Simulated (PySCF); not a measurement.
# C13H12Se: the cost of one run

Programs: PySCF 2.14.0, with routines of our own; each step states its level. All values are computed. Atoms count from 0.

### 1 The system as given

26 atoms, charge 0, multiplicity 1; geometry from: GFN2-xTB.

### 2 NMR shieldings: PBE/pcSseg-1 Se:us-x2c-TZVPall-2c (PBE), spin–orbit

What the job is given:

```
{"job": {"kind": "hnmr", "xc": "PBE", "basis": {"default": "pcSseg-1", "Se": "us-x2c-TZVPall-2c"}, "rel": "so"}, "charge": 0, "multiplicity": 1}
C     -4.373458     1.067887     0.567305
C     -3.120974     0.420974     0.061050
C     -2.093882     0.099765     0.943958
C     -0.934231    -0.503332     0.500312
C     -0.775884    -0.775394    -0.852179
Se     0.803205    -1.654665    -1.514945
C      2.172867    -0.797403    -0.471226
C      2.048103     0.515139    -0.037870
C      3.075124     1.095978     0.683070
C      4.231763     0.383387     0.954606
C      4.361735    -0.918863     0.500849
C      3.334773    -1.512607    -0.209092
C     -1.793904    -0.470047    -1.743656
C     -2.956971     0.121098    -1.284526
H     -5.041197     1.318782    -0.252560
H     -4.897246     0.396463     1.247159
H     -4.135971     1.977911     1.116179
H     -2.209373     0.319801     1.996100
H     -0.149104    -0.756392     1.199511
H      1.153354     1.078786    -0.262233
H      2.973426     2.115341     1.026226
H      5.031220     0.843481     1.515791
H      5.264031    -1.477187     0.703233
H      3.427047    -2.530404    -0.563489
H     -1.671021    -0.693712    -2.794496
H     -3.744477     0.357827    -1.985956
```

Level: PBE/pcSseg-1 Se:us-x2c-TZVPall-2c GIAO NMR shielding, X2C with spin-orbit coupling, screened-nuclear two-electron part, Gaussian nuclei, gas phase.

Launch:

```sh
OMP_NUM_THREADS=1 python heavy_run.py task.json out
```

One launch serves the whole session: the jobs run in the order shown.

Q: Estimate the wall time and peak memory of this first job on 1 thread of Arm Neoverse V1, shared host.

About 5.1 min, with a peak of 2.1 GiB.
